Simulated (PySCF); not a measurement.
# F5NW ([W(N)F5]3-): the cost of one run

Computed with PySCF 2.14.0 and routines of our own; the level stands in each step. Atoms count from 0.

### Step 1. The system as given

7 atoms, charge -3, states of the metal's open shell are computed; geometry from: model start, shaken.

### Step 2. Relaxing the molecule at PBE0-D3(BJ)/def2-TZVP

What the job is given:

```
{"job": {"xc": "PBE0", "basis": "def2-TZVP", "d3": "d3bj", "grid": 1, "maxiter": 45, "solvent": "water", "kind": "geom"}, "charge": -3, "metal": "W", "open_shell": "d1"}
W      0.000020     0.004480    -0.004110
N     -0.013360    -0.006820     1.655130
F      0.000900     0.020100    -1.927380
F      1.910690     0.007350     0.005350
F     -1.918420    -0.013960    -0.000440
F      0.010430     1.899840    -0.006860
F     -0.028520    -1.939340    -0.027630
```

Command:

```
$ OMP_NUM_THREADS=1 python lf_run.py task.json out
```

The driver reads the jobs from task.json and runs them one after another.

**Question.** How long does this first job take on 1 thread of Intel Xeon at 2.50GHz, shared host, and how much memory does it need?

About 15 min, with a peak of 1.4 GiB.
